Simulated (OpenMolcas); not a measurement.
# Zr²⁺ among point charges: CASSCF levels and susceptibility

Aim: the splitting of the states of Zr²⁺ in the field of 6 point charges, its lowest levels with spin-orbit coupling and its magnetic susceptibility.

The numbers are computed with OpenMolcas 26.06 (state-averaged CASSCF, spin-orbit coupling by RASSI with atomic mean-field integrals), except any that are marked as measured or tabulated.

1 further run of the same task is left out (it didn't finish).

## 1. What is computed

- Species: Zr²⁺ (zirconium, Z = 40, 38 electrons)
- Basis: ANO-RCC-VDZP [6s5p3d1f], 43 functions
- Scalar Hamiltonian: DKH2, point nucleus
- Inactive shells: 1s 2s 2p 3s 3p 3d 4s 4p
- Active space: 2 electrons in 5 orbitals (4d)
- Some configurations of this space: 4d²
- Orbitals: optimised for each spin and parity, averaged over all roots

The outer shells:

4d2
```
4d [↑ ][↑ ][  ][  ][  ]
```

The ion sits among 6 point charges of -1.7 e arranged as a trigonal antiprism (D3d), 2.25 Å from the ion, with a polar angle of 55.8° against the regular 54.74°. The active orbitals were held to one l.

Each step is its own input file, run in one work folder so that later steps find the files of earlier ones. Labels, J, g values, rates, χT and fits are worked out afterwards by a script from the matrices that RASSI stores. The input lists half of the charges; inversion (Group=XYZ) makes the rest.

## 2. Basis and integrals

Input file a.inp:

```
&GATEWAY
Coord
1

Zr 0.0 0.0 0.0
Basis=ANO-RCC-VDZP
Group=XYZ
NoMove
AngMom=0.0 0.0 0.0
AMFI
XField
3 Angstrom 0
0.000000 1.861600 1.263703 -1.700000
1.612193 -0.930800 1.263703 -1.700000
1.612193 0.930800 -1.263703 -1.700000
&SEWARD
```

Started as:

```console
OMP_NUM_THREADS=1 MOLCAS_MEM=1689 MOLCAS_PROJECT=a pymolcas a.inp > a.log
```

## 3. Reference wave functions, triplets of even parity, 10 roots

Input file a.inp:

```
&RASSCF
FileOrb=start.orb
Symmetry=1
Spin=3
nActEl=2 0 0
Inactive=9 9
Ras2=5 0
CIRoot=10 10 1
SDav=10
CIMx=300
Iter=120 100
PrWF=0.3
OrbListing=Nothing
MaxOrb=0
SupSym
1
15 4 5 6 7 8 10 11 12 13 14 17 18 19 20 21
0
>>> COPY $Project.JobIph JOB001
```

start.orb holds the contracted functions of the basis, ordered by shell, or the orbitals of the step before.

## 4. CASSCF: singlets of even parity, 15 roots

Input file a.inp:

```
&RASSCF
FileOrb=start.orb
Symmetry=1
Spin=1
nActEl=2 0 0
Inactive=9 9
Ras2=5 0
CIRoot=15 15 1
SDav=15
CIMx=300
Iter=120 100
PrWF=0.3
OrbListing=Nothing
MaxOrb=0
SupSym
1
15 4 5 6 7 8 10 11 12 13 14 17 18 19 20 21
0
>>> COPY $Project.JobIph JOB002
```

## 5. RASSI: spin-orbit coupling between the states

Input file a.inp:

```
&RASSI
NrOfJobIphs=2 10 15
1 2 3 4 5 6 7 8 9 10
1 2 3 4 5 6 7 8 9 10 11 12 13 14 15
IphNames
JOB001
JOB002
EJob
SpinOrbit
DIPRint=1.0
SOCoupling=1000.0
Subsets=2
Property=9
'ANGMOM' 1 'ANGMOM' 2 'ANGMOM' 3 'MLTPL  1' 1 'MLTPL  1' 2 'MLTPL  1' 3
'AMFI' 1 'AMFI' 2 'AMFI' 3
SOProperty=3
'ANGMOM' 1 'ANGMOM' 2 'ANGMOM' 3
```

Q: Predict the outcome of this session. Wanted: spin-free ground state; first state of the same spin within the active space; lowest level; next level.

The runs gave:

| quantity | value |
| --- | --- |
| method | CASSCF |
| spin-free ground state | 3E, 2-fold in its orbital part |
| first state of the same spin within the active space | 3A2 at 715 cm⁻¹ |
| lowest level | 2-fold E, g = 0.00, 0.00, 1.66 |
| next level | 127.3 cm⁻¹ |
| χT at 300 K | 0.75 cm³ K/mol |
| effective moment at 300 K | 2.46 μB |

In words: The spin-free ground state (3E) comes to 88 % from free-ion F terms and keeps the highest spin of the shell. χT at 300 K is 0.75, against 1.00 cm³ K/mol for the spin alone, so spin-orbit coupling lowers it. The field of point charges can differ much from that of real complexes. Point charges carry no covalency, so the field is a model and not that of real ligands.
